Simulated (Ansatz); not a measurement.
# Ti, space group P6/mmm: a check of PAW against all-electron LAPW

Program: Ansatz 0.2.0, Python API.

Notebook, run cell by cell (the value of a cell's last expression is shown):

**Cell 1**
```python
import ansatz as az
import numpy as np
```

**Cell 2**
```python
def count_gap(report):
    # lowest empty less highest filled band, counting bands; zero where they overlap
    return max(report.get('gap_by_band_count_ev') or 0.0, 0.0)
```

**Cell 3**
```python
lattice = az.Lattice.of(
    [4.6, 0.0, 0.0],
    [-2.3, 3.983717, 0.0],
    [0.0, 0.0, 2.82],
)
sites = [
    ('Ti', [0.0, 0.0, 0.0]),
    ('Ti', [1 / 3, 2 / 3, 0.5]),
    ('Ti', [2 / 3, 1 / 3, 0.5]),
]
system = az.Crystal(lattice=lattice)
for symbol, position in sites:
    system = system.atom(symbol, position)
```

**Cell 4**
```python
system.resolved().sites[-1]
```
Output:
```text
Site(symbol='Ti', position=(0.6666666666666666, 0.3333333333333333, 0.5), moment=None, axis=None, held=None, saved=None)
```

**Cell 5**
```python
calculation = (
    system.calculation()
    .functional(az.Functional.LDA)
    .kpoints(mesh=(7, 7, 10))
    .occupations('gaussian')
    .stress()
    .forces()
    .band_table()
)
variants = {
    'PAW': calculation.pseudopotentials('paw'),
    'LAPW': calculation.pseudopotentials('all_electron', lapw=True),
}
# totals differ by the cores that each treatment holds, so compare what does not depend on them
rows = []
for label, variant in variants.items():
    summary = variant.run(threads=1).report
    levels = np.array(summary['eigenvalues_ev'][0]) - summary['fermi_energy_ev']
    print(label, 'levels at the first k-point near E_F:', np.round(levels[np.abs(levels) < 5], 3))
    rows.append((label, summary['n_electrons'], np.trace(summary['stress_gpa']) / 3, float(np.abs(summary['forces_ev_ang']).max()), count_gap(summary)))
lines = [','.join(['treatment', 'electrons in bands', 'P GPa', 'max force component eV/A', 'gap by band count eV'])] + [','.join(f'{v:.4f}' if isinstance(v, float) else str(v) for v in row) for row in rows]
print('\n'.join(lines))
with open('paw_lapw.csv', 'w') as handle:
    handle.write('\n'.join(lines) + '\n')
```
Output:
```text
DeckWarning: basis.ecutwfc = 420 eV, auto-derived from the records' recommended cutoffs: set by Ti (normal level)
PAW levels at the first k-point near E_F: [-1.922 -0.7   -0.7   -0.585 -0.585 -0.086  0.598  1.249  1.249]
LAPW levels at the first k-point near E_F: [-1.924 -0.699 -0.699 -0.585 -0.585 -0.086  0.598  1.25   1.25 ]
treatment,electrons in bands,P GPa,max force component eV/A,gap by band count eV
PAW,36.0000,-9.1870,0.0000,0.0000
LAPW,36.0000,-9.1832,0.0000,0.0000
```

PAW gives -9.187 GPa and LAPW -9.183 GPa, 0.004 GPa apart. They took 3.9 and 24.5 s of processor time.

Caveats:
- Spin is left out of this run.
- The computed bands are complete only to about 0.9 eV above the Fermi level.
- The mesh is modest for a metal, so energies can be off by several to tens of meV an atom and pressures by half a GPa or more; differences at equal mesh fare better.
- A gap by band count of zero or less means overlapping bands, a metal.
- At these settings the cell as given stands under about -9 GPa, so it isn't at this functional's equilibrium volume.
- This isn't the structure that Ti takes at ambient conditions.
- Levels are Kohn-Sham eigenvalues on this mesh.
- Warnings are shown shortened and without file and line.
- Pressure is positive in compression; the treatments may keep other shells as core, so totals and counts of electrons can differ.
- It ran for 29 s on 1 thread of Arm Neoverse V1 (shared host), peak memory 0.53 GiB.
